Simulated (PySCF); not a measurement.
# C3H7FSi: NMR shifts at several levels of theory

Aim: compute the NMR shifts of C3H7FSi (`C/C([SiH3])=C/F`) at several levels, and see how far they spread and what each costs.

The runs use PySCF 2.14.0, with density-fitted response routines of our own; the level of theory stands in each step. All values are computed, except where a source is named. Atoms are numbered from 0 throughout.

## 1. The starting structure

12 atoms, charge 0, multiplicity 1; geometry from: GFN2-xTB.

Bonds of the start (Å): C0–C1 1.50, C1–Si2 1.90, C1–C3 1.32, C3–F4 1.35, C0–H5 1.09, C0–H6 1.09, C0–H7 1.09, Si2–H8 1.47, Si2–H9 1.46, Si2–H10 1.46, C3–H11 1.08.

## 2. Optimising the geometry at PBE0-D3(BJ)/def2-SVP

What the job is given:

```
{"job": {"xc": "PBE0", "basis": "def2-SVP", "d3": "d3bj", "grid": 1, "kind": "geom"}, "charge": 0, "multiplicity": 1}
C     -1.254138    -0.884310     0.043622
C     -0.211367     0.186377    -0.027973
Si     1.621044    -0.282678     0.102602
C     -0.571997     1.447219    -0.190535
F      0.341260     2.440579    -0.260268
H     -1.096886    -1.610566    -0.752146
H     -1.177477    -1.413698     0.991924
H     -2.258052    -0.474076    -0.049923
H      1.675021    -1.677332     0.549284
H      2.232905    -0.155026    -1.220925
H      2.280401     0.589416     1.071579
H     -1.579516     1.833409    -0.283269
```

Standard output:

```text
step   0  E = -507.22180242  max force = 0.018572
step   1  E = -507.22410769  max force = 0.004130
step   2  E = -507.22414406  max force = 0.001736
step   3  E = -507.22413543  max force = 0.002063
step   4  E = -507.22416030  max force = 0.000583
step   5  E = -507.22416404  max force = 0.000326
optimisation converged
```

Run time: 24 s. Hardware: 1 thread, shared host.

Relaxation path:

```
step  energy from step 0 (eV)  largest force component (eV/Å)
   0                   0.0000                          0.9550
   1                  -0.0627                          0.2124
   2                  -0.0637                          0.0893
   3                  -0.0635                          0.1061
   4                  -0.0642                          0.0300
   5                  -0.0643                          0.0168
```

Close pairs (by a distance rule), those that changed most:

```
   bond  before (Å)  after (Å)  change (Å)
Si2–H10       1.461      1.493      +0.032
 Si2–H9       1.464      1.495      +0.031
 Si2–H8       1.465      1.495      +0.030
  C3–F4       1.351      1.336      -0.015
  C0–H5       1.089      1.102      +0.014
 C3–H11       1.083      1.096      +0.013
  C0–H6       1.089      1.102      +0.013
  C0–H7       1.089      1.101      +0.013
```

The final coordinates are the input of the step that follows.

```
                         at the end point                value
  point group (found at 0.08 Å tolerance)                   C1
rotational constants (GHz, main isotopes)  4.281, 3.463, 1.982
                        dipole moment (D)                 1.74
```

## 3. NMR shieldings: PBE0/cc-pVDZ

What the job is given:

```
{"job": {"kind": "nmr", "xc": "PBE0", "basis": "cc-pVDZ", "pop": true}, "charge": 0, "multiplicity": 1}
C     -1.061464    -1.250107    -0.006163
C     -0.005991    -0.186199    -0.101772
Si     1.822780    -0.622748     0.017916
C     -0.343907     1.089701    -0.285111
F      0.572817     2.055508    -0.391210
H     -0.938557    -2.008340    -0.796965
H     -1.001715    -1.786859     0.954580
H     -2.076453    -0.832456    -0.097140
H      1.928385    -2.047582     0.458105
H      2.497710    -0.485268    -1.308661
H      2.529216     0.244486     1.006119
H     -1.364319     1.481266    -0.371691
```

With the program's defaults for keys left out, this is: GIAO PBE0/cc-pVDZ NMR shielding, non-relativistic, gas phase.

Standard output:

```text
coarse grid: 10312 points
cycle   1  E = -507.4226890197  dE =  3.557e-01  |g| = 4.636e-01  |ddm| = 6.016e+00
cycle   2  E = -507.3907674635  dE =  3.192e-02  |g| = 6.128e-01  |ddm| = 1.556e+00
cycle   3  E = -507.4647205583  dE = -7.395e-02  |g| = 7.710e-02  |ddm| = 8.795e-01
cycle   4  E = -507.4660311069  dE = -1.311e-03  |g| = 3.705e-02  |ddm| = 1.684e-01
cycle   5  E = -507.4663357171  dE = -3.046e-04  |g| = 9.042e-03  |ddm| = 5.898e-02
cycle   6  E = -507.4663520328  dE = -1.632e-05  |g| = 2.816e-03  |ddm| = 1.764e-02
cycle   7  E = -507.4663540290  dE = -1.996e-06  |g| = 2.030e-04  |ddm| = 4.511e-03
final grid: 94760 points
cycle   8  E = -507.4757532938  dE = -1.719e-05  |g| = 6.488e-03  |ddm| = 4.386e-02
cycle   9  E = -507.4757462623  dE =  7.031e-06  |g| = 8.759e-03  |ddm| = 2.414e-02
cycle  10  E = -507.4757637504  dE = -1.749e-05  |g| = 1.288e-03  |ddm| = 1.353e-02
cycle  11  E = -507.4757640979  dE = -3.475e-07  |g| = 1.988e-04  |ddm| = 2.113e-03
cycle  12  E = -507.4757641060  dE = -8.048e-09  |g| = 1.066e-04  |ddm| = 4.354e-04
cycle  13  E = -507.4757641086  dE = -2.588e-09  |g| = 1.537e-05  |ddm| = 1.565e-04
cycle  14  E = -507.4757641086  dE = -6.219e-11  |g| = 3.435e-06  |ddm| = 3.749e-05
converged SCF energy = -507.4757641086

GIAO shielding tensors (ppm)
atom      isotropic    diamagn.    paramagn.     s11        s22        s33       span
  0 C      178.940     246.326     -67.386    169.180    171.755    195.886     26.706
  1 C       90.528     253.522    -162.994     -7.183    101.684    177.083    184.266
  2 Si     488.127     883.376    -395.249    459.525    486.790    518.068     58.544
  3 C       42.578     253.078    -210.500    -59.819     88.654     98.898    158.718
  4 F      285.853     470.965    -185.112    192.166    290.539    374.855    182.690
  5 H       29.663      29.026       0.637     25.670     27.906     35.414      9.744
  6 H       29.661      29.469       0.192     25.649     27.932     35.401      9.752
  7 H       29.811      30.175      -0.364     26.063     28.253     35.116      9.053
  8 H       27.551      29.443      -1.893     24.187     26.478     31.986      7.799
  9 H       27.049      29.078      -2.030     23.917     25.053     32.176      8.259
 10 H       26.950      29.375      -2.425     23.623     25.404     31.823      8.199
 11 H       24.507      31.297      -6.789     22.030     23.538     27.955      5.925
```

Wall time 8.8 s (1 thread, shared host).

The references, computed at this level on geometries of the same kind, shield at (ppm): 1H TMS 31.29, 13C TMS 196.8, 29Si TMS 418.6, 19F CFCl3 200.9. Their shielding less the atom's gives the shift. The references are single molecules in the gas phase, so shifts against H2O, NH3, PH3, H3PO4 or CFCl3 are not on the usual liquid scales and can be off by tens of ppm. Atoms listed in one row are averaged.

```
      atoms                           environment  σ (ppm)  δ (ppm)
         C3                             alkene CH     42.6    154.2
         C1       fully substituted alkene carbon     90.5    106.2
         C0                 allylic methyl carbon    178.9     17.8
        H11              hydrogen on an alkene CH    24.51     6.78
H8, H9, H10     hydrogen on a silicon bonded to C    27.18     4.11
 H5, H6, H7  hydrogen on an allylic methyl carbon    29.71     1.58
        Si2              silicon bonded to C, 3 H    488.1    -69.5
         F4                      vinylic fluorine    285.9    -84.9
```

Charges from the same density, by scheme (e):

```
atoms  Mulliken    IAO  Hirshfeld  ESP fit
   C0     -0.02  -0.40      -0.10    -0.58
   C1     -0.34  -0.31      -0.11     0.08
  Si2      0.26   0.56       0.29     0.18
   C3      0.21   0.15       0.03    -0.10
   F4     -0.17  -0.26      -0.06    -0.11
```

Mayer bond orders: C0–C1 1.08, C1–Si2 0.97, C1–C3 1.83, C3–F4 1.10.

## 4. NMR shieldings: PBE0/cc-pVTZ

The job, as its differences from that of step 3:

```diff
@@ -1,2 +1,2 @@
-{"job": {"kind": "nmr", "xc": "PBE0", "basis": "cc-pVDZ", "pop": true}, "charge": 0, "multiplicity": 1}
+{"job": {"kind": "nmr", "xc": "PBE0", "basis": "cc-pVTZ", "pop": true}, "charge": 0, "multiplicity": 1}
 C     -1.061464    -1.250107    -0.006163
```

With the program's defaults for keys left out, this is: GIAO PBE0/cc-pVTZ NMR shielding, non-relativistic, gas phase.

Standard output:

```text
coarse grid: 10312 points
cycle   1  E = -507.5129362153  dE =  3.131e-01  |g| = 4.832e-01  |ddm| = 6.490e+00
cycle   2  E = -507.4784767780  dE =  3.446e-02  |g| = 6.469e-01  |ddm| = 1.635e+00
cycle   3  E = -507.5556376822  dE = -7.716e-02  |g| = 8.399e-02  |ddm| = 9.567e-01
cycle   4  E = -507.5569985646  dE = -1.361e-03  |g| = 4.353e-02  |ddm| = 1.775e-01
cycle   5  E = -507.5574074068  dE = -4.088e-04  |g| = 1.061e-02  |ddm| = 7.048e-02
cycle   6  E = -507.5574256380  dE = -1.823e-05  |g| = 3.675e-03  |ddm| = 1.889e-02
cycle   7  E = -507.5574287347  dE = -3.097e-06  |g| = 2.809e-04  |ddm| = 5.375e-03
final grid: 94760 points
cycle   8  E = -507.5585185983  dE = -5.656e-05  |g| = 6.666e-03  |ddm| = 8.747e-02
cycle   9  E = -507.5585120490  dE =  6.549e-06  |g| = 8.800e-03  |ddm| = 2.323e-02
cycle  10  E = -507.5585283306  dE = -1.628e-05  |g| = 1.391e-03  |ddm| = 1.302e-02
cycle  11  E = -507.5585286682  dE = -3.376e-07  |g| = 3.092e-04  |ddm| = 2.512e-03
cycle  12  E = -507.5585286865  dE = -1.826e-08  |g| = 1.443e-04  |ddm| = 5.675e-04
cycle  13  E = -507.5585286911  dE = -4.613e-09  |g| = 2.994e-05  |ddm| = 2.203e-04
cycle  14  E = -507.5585286913  dE = -2.083e-10  |g| = 4.047e-06  |ddm| = 4.328e-05
converged SCF energy = -507.5585286913

GIAO shielding tensors (ppm)
atom      isotropic    diamagn.    paramagn.     s11        s22        s33       span
  0 C      169.846     242.703     -72.856    158.883    163.170    187.487     28.604
  1 C       77.198     253.393    -176.195    -28.595     90.421    169.770    198.365
  2 Si     430.217     887.454    -457.236    400.462    419.868    470.321     69.859
  3 C       24.164     248.390    -224.227    -83.972     69.324     87.139    171.111
  4 F      278.166     469.056    -190.891    180.810    281.948    371.739    190.928
  5 H       29.567      29.466       0.101     25.664     27.696     35.342      9.677
  6 H       29.565      29.671      -0.106     25.624     27.723     35.348      9.724
  7 H       29.547      29.928      -0.381     25.658     28.119     34.864      9.206
  8 H       27.459      29.132      -1.673     24.354     26.406     31.617      7.263
  9 H       26.986      28.925      -1.939     24.071     25.095     31.793      7.722
 10 H       26.880      29.192      -2.313     23.821     25.403     31.414      7.593
 11 H       24.256      30.399      -6.143     21.816     23.257     27.696      5.880
```

Wall time 28 s (1 thread, shared host).

Key values: δ C3 163.1, C1 110.1, C0 17.4, Si2 -70.2, H11 7.03, H8 4.18 ppm (means over like atoms).

## 5. NMR shieldings: PBE0/aug-cc-pVDZ

The job, as its differences from that of step 4:

```diff
@@ -1,2 +1,2 @@
-{"job": {"kind": "nmr", "xc": "PBE0", "basis": "cc-pVTZ", "pop": true}, "charge": 0, "multiplicity": 1}
+{"job": {"kind": "nmr", "xc": "PBE0", "basis": "aug-cc-pVDZ", "pop": true}, "charge": 0, "multiplicity": 1}
 C     -1.061464    -1.250107    -0.006163
```

With the program's defaults for keys left out, this is: GIAO PBE0/aug-cc-pVDZ NMR shielding, non-relativistic, gas phase.

Standard output:

```text
coarse grid: 10312 points
cycle   1  E = -507.4421013968  dE =  3.485e-01  |g| = 4.332e-01  |ddm| = 8.303e+00
cycle   2  E = -507.4101982279  dE =  3.190e-02  |g| = 5.841e-01  |ddm| = 1.852e+00
cycle   3  E = -507.4802638199  dE = -7.007e-02  |g| = 7.666e-02  |ddm| = 1.092e+00
cycle   4  E = -507.4815529185  dE = -1.289e-03  |g| = 3.723e-02  |ddm| = 2.319e-01
cycle   5  E = -507.4818576061  dE = -3.047e-04  |g| = 8.845e-03  |ddm| = 7.595e-02
cycle   6  E = -507.4818715310  dE = -1.392e-05  |g| = 3.183e-03  |ddm| = 2.487e-02
cycle   7  E = -507.4818740151  dE = -2.484e-06  |g| = 2.424e-04  |ddm| = 6.631e-03
final grid: 94760 points
cycle   8  E = -507.4913543658  dE = -2.426e-05  |g| = 6.484e-03  |ddm| = 1.977e-01
cycle   9  E = -507.4913471451  dE =  7.221e-06  |g| = 8.791e-03  |ddm| = 3.982e-02
cycle  10  E = -507.4913647732  dE = -1.763e-05  |g| = 1.338e-03  |ddm| = 1.794e-02
cycle  11  E = -507.4913651433  dE = -3.700e-07  |g| = 2.098e-04  |ddm| = 2.736e-03
cycle  12  E = -507.4913651517  dE = -8.496e-09  |g| = 1.188e-04  |ddm| = 6.914e-04
cycle  13  E = -507.4913651550  dE = -3.253e-09  |g| = 2.172e-05  |ddm| = 2.644e-04
cycle  14  E = -507.4913651551  dE = -1.162e-10  |g| = 3.828e-06  |ddm| = 5.916e-05
converged SCF energy = -507.4913651551

GIAO shielding tensors (ppm)
atom      isotropic    diamagn.    paramagn.     s11        s22        s33       span
  0 C      178.561     224.341     -45.780    168.175    171.667    195.841     27.666
  1 C       87.663     206.507    -118.844    -11.841     98.346    176.484    188.325
  2 Si     486.649     899.870    -413.221    450.413    483.332    526.203     75.789
  3 C       40.734     233.388    -192.654    -59.916     83.705     98.412    158.328
  4 F      291.769     474.809    -183.040    208.907    289.425    376.974    168.067
  5 H       29.607      27.355       2.252     25.746     27.823     35.252      9.506
  6 H       29.596      27.622       1.974     25.685     27.843     35.260      9.575
  7 H       29.552      33.201      -3.649     25.660     28.160     34.835      9.175
  8 H       27.513      29.031      -1.518     24.368     26.391     31.781      7.413
  9 H       27.009      29.683      -2.674     23.978     25.049     32.001      8.023
 10 H       26.895      29.673      -2.778     23.755     25.325     31.605      7.851
 11 H       24.164      34.069      -9.905     21.686     23.216     27.591      5.905
```

Run time: 18 s. Hardware: 1 thread, shared host.

In short: δ C3 154.4, C1 107.5, C0 16.6, Si2 -69.9, H11 7.23, H8 4.26 ppm (means over like atoms).

## 6. Shielding tensors: PBE0/IGLO-III

The job, as its differences from that of step 5:

```diff
@@ -1,2 +1,2 @@
-{"job": {"kind": "nmr", "xc": "PBE0", "basis": "aug-cc-pVDZ", "pop": true}, "charge": 0, "multiplicity": 1}
+{"job": {"kind": "nmr", "xc": "PBE0", "basis": "IGLO-III", "pop": true}, "charge": 0, "multiplicity": 1}
 C     -1.061464    -1.250107    -0.006163
```

Method: GIAO PBE0/IGLO-III NMR shielding, non-relativistic, gas phase.

Standard output:

```text
coarse grid: 10312 points
cycle   1  E = -507.5192289335  dE =  2.992e-01  |g| = 4.968e-01  |ddm| = 2.354e+00
cycle   2  E = -507.4831887080  dE =  3.604e-02  |g| = 6.582e-01  |ddm| = 5.682e-01
cycle   3  E = -507.5620358409  dE = -7.885e-02  |g| = 8.886e-02  |ddm| = 3.328e-01
cycle   4  E = -507.5634363010  dE = -1.400e-03  |g| = 4.638e-02  |ddm| = 6.733e-02
cycle   5  E = -507.5639032758  dE = -4.670e-04  |g| = 1.168e-02  |ddm| = 2.905e-02
cycle   6  E = -507.5639248374  dE = -2.156e-05  |g| = 3.951e-03  |ddm| = 7.509e-03
cycle   7  E = -507.5639283679  dE = -3.531e-06  |g| = 3.505e-04  |ddm| = 2.120e-03
final grid: 94760 points
cycle   8  E = -507.5700729646  dE = -7.850e-05  |g| = 6.592e-03  |ddm| = 5.072e-02
cycle   9  E = -507.5700672393  dE =  5.725e-06  |g| = 8.374e-03  |ddm| = 7.900e-03
cycle  10  E = -507.5700822959  dE = -1.506e-05  |g| = 1.450e-03  |ddm| = 4.222e-03
cycle  11  E = -507.5700826345  dE = -3.386e-07  |g| = 4.077e-04  |ddm| = 9.789e-04
cycle  12  E = -507.5700826667  dE = -3.213e-08  |g| = 1.573e-04  |ddm| = 2.782e-04
cycle  13  E = -507.5700826722  dE = -5.477e-09  |g| = 3.634e-05  |ddm| = 8.790e-05
cycle  14  E = -507.5700826724  dE = -2.925e-10  |g| = 4.011e-06  |ddm| = 1.868e-05
converged SCF energy = -507.5700826724

GIAO shielding tensors (ppm)
atom      isotropic    diamagn.    paramagn.     s11        s22        s33       span
  0 C      166.288     248.092     -81.803    155.006    159.625    184.234     29.228
  1 C       68.398     252.972    -184.574    -41.611     81.317    165.487    207.099
  2 Si     423.940     890.194    -466.254    395.155    417.432    459.232     64.076
  3 C       16.640     251.330    -234.690    -94.318     62.696     81.541    175.859
  4 F      275.334     471.086    -195.753    186.162    272.127    367.712    181.550
  5 H       29.612      29.075       0.536     25.696     27.767     35.372      9.675
  6 H       29.605      29.426       0.179     25.649     27.784     35.382      9.732
  7 H       29.627      29.738      -0.111     25.700     28.280     34.901      9.201
  8 H       27.399      29.139      -1.739     24.341     26.393     31.462      7.121
  9 H       26.949      28.664      -1.715     24.102     25.085     31.660      7.558
 10 H       26.845      28.993      -2.148     23.850     25.384     31.301      7.451
 11 H       24.236      30.742      -6.506     21.739     23.299     27.670      5.930
```

Run time: 27 s. Hardware: 1 thread, shared host.

This run: δ C3 167.1, C1 115.4, C0 17.5, Si2 -78.6, H11 7.14, H8 4.31 ppm (means over like atoms).

## 7. Nuclear shieldings: PBE0/pcSseg-0

The job, as its differences from that of step 6:

```diff
@@ -1,2 +1,2 @@
-{"job": {"kind": "nmr", "xc": "PBE0", "basis": "IGLO-III", "pop": true}, "charge": 0, "multiplicity": 1}
+{"job": {"kind": "nmr", "xc": "PBE0", "basis": "pcSseg-0", "pop": true}, "charge": 0, "multiplicity": 1}
 C     -1.061464    -1.250107    -0.006163
```

Method: GIAO PBE0/pcSseg-0 NMR shielding, non-relativistic, gas phase.

Standard output:

```text
coarse grid: 10312 points
cycle   1  E = -506.5903047153  dE =  2.836e-01  |g| = 4.111e-01  |ddm| = 3.343e+00
cycle   2  E = -506.5594706353  dE =  3.083e-02  |g| = 5.743e-01  |ddm| = 1.010e+00
cycle   3  E = -506.6264172342  dE = -6.695e-02  |g| = 6.313e-02  |ddm| = 5.747e-01
cycle   4  E = -506.6272111233  dE = -7.939e-04  |g| = 3.524e-02  |ddm| = 1.218e-01
cycle   5  E = -506.6274748079  dE = -2.637e-04  |g| = 7.868e-03  |ddm| = 4.465e-02
cycle   6  E = -506.6274890249  dE = -1.422e-05  |g| = 1.236e-03  |ddm| = 1.030e-02
cycle   7  E = -506.6274893995  dE = -3.746e-07  |g| = 3.249e-04  |ddm| = 1.968e-03
final grid: 94760 points
cycle   8  E = -506.6267700699  dE = -1.557e-05  |g| = 3.934e-03  |ddm| = 1.922e-02
cycle   9  E = -506.6267698672  dE =  2.027e-07  |g| = 4.020e-03  |ddm| = 9.025e-03
cycle  10  E = -506.6267739655  dE = -4.098e-06  |g| = 7.490e-04  |ddm| = 4.887e-03
cycle  11  E = -506.6267740922  dE = -1.267e-07  |g| = 1.126e-04  |ddm| = 9.899e-04
cycle  12  E = -506.6267740953  dE = -3.080e-09  |g| = 4.065e-05  |ddm| = 1.783e-04
cycle  13  E = -506.6267740957  dE = -4.031e-10  |g| = 9.070e-06  |ddm| = 5.343e-05
converged SCF energy = -506.6267740957

GIAO shielding tensors (ppm)
atom      isotropic    diamagn.    paramagn.     s11        s22        s33       span
  0 C      172.500     245.458     -72.958    159.969    164.315    193.215     33.246
  1 C       80.735     267.263    -186.527    -29.087     93.796    177.497    206.584
  2 Si     459.573     880.033    -420.460    414.985    442.555    521.178    106.193
  3 C       22.106     254.807    -232.702    -91.885     72.367     85.835    177.721
  4 F      267.409     474.431    -207.021    149.648    263.446    389.133    239.485
  5 H       30.954      29.225       1.729     26.362     29.322     37.177     10.815
  6 H       30.958      29.259       1.699     26.389     29.376     37.108     10.719
  7 H       31.053      29.807       1.246     26.866     29.206     37.087     10.221
  8 H       28.876      28.764       0.112     24.965     27.902     33.761      8.795
  9 H       28.444      28.313       0.131     24.822     26.701     33.809      8.987
 10 H       28.383      28.422      -0.039     24.544     27.098     33.507      8.964
 11 H       25.701      29.689      -3.989     23.255     25.247     28.601      5.345
```

Wall time 4.3 s (1 thread, shared host).

In short: δ C3 171.4, C1 112.8, C0 21.0, Si2 -111.1, H11 7.13, H8 4.26 ppm (means over like atoms).

## 8. Run by run: NMR shifts

Shifts (ppm) of some atoms, chosen among heavy atoms and hydrogens apart, means over like atoms, with basis size and wall time:

```
             run     C3     C1    C0   H11    H5     Si2      F4  functions   time
    PBE0/cc-pVDZ  154.2  106.2  17.8  6.78  1.58   -69.5   -84.9        109  8.8 s
    PBE0/cc-pVTZ  163.1  110.1  17.4  7.03  1.73   -70.2   -95.6        252   28 s
PBE0/aug-cc-pVDZ  154.4  107.5  16.6  7.23  1.81   -69.9   -97.6        182   18 s
   PBE0/IGLO-III  167.1  115.4  17.5  7.14  1.76   -78.6  -100.7        254   27 s
   PBE0/pcSseg-0  171.4  112.8  21.0  7.13  1.84  -111.1   -89.0         63  4.3 s
```

## 9. What came out

```
                                                             quantity                   value
                                                          point group                      C1
                                 rotational constants (main isotopes)    4.28, 3.46, 1.98 GHz
                                13C shifts against TMS (PBE0/cc-pVDZ)  154.2, 106.2, 17.8 ppm
1H shifts against TMS (PBE0/cc-pVDZ, means over atoms taken as alike)    6.78, 4.11, 1.58 ppm
                               29Si shifts against TMS (PBE0/cc-pVDZ)               -69.5 ppm
                              19F shifts against CFCl3 (PBE0/cc-pVDZ)               -84.9 ppm
                                            range of the shift of Si2     -111.1 to -69.5 ppm
```

**Reading.** Single values in the summary come from the first run of each kind that ended normally (PBE0/cc-pVDZ), which need not be the best level. The optimisation took 5 steps and gained 0.064 eV; among the close pairs (by a distance rule), Si2–H10 changed most, from 1.461 to 1.493 Å. No frequency check was run at this level, so the end point may be a saddle. Across the 5 runs the shift of Si2 moves most, between -111.1 (PBE0/pcSseg-0) and -69.5 ppm (PBE0/cc-pVDZ).
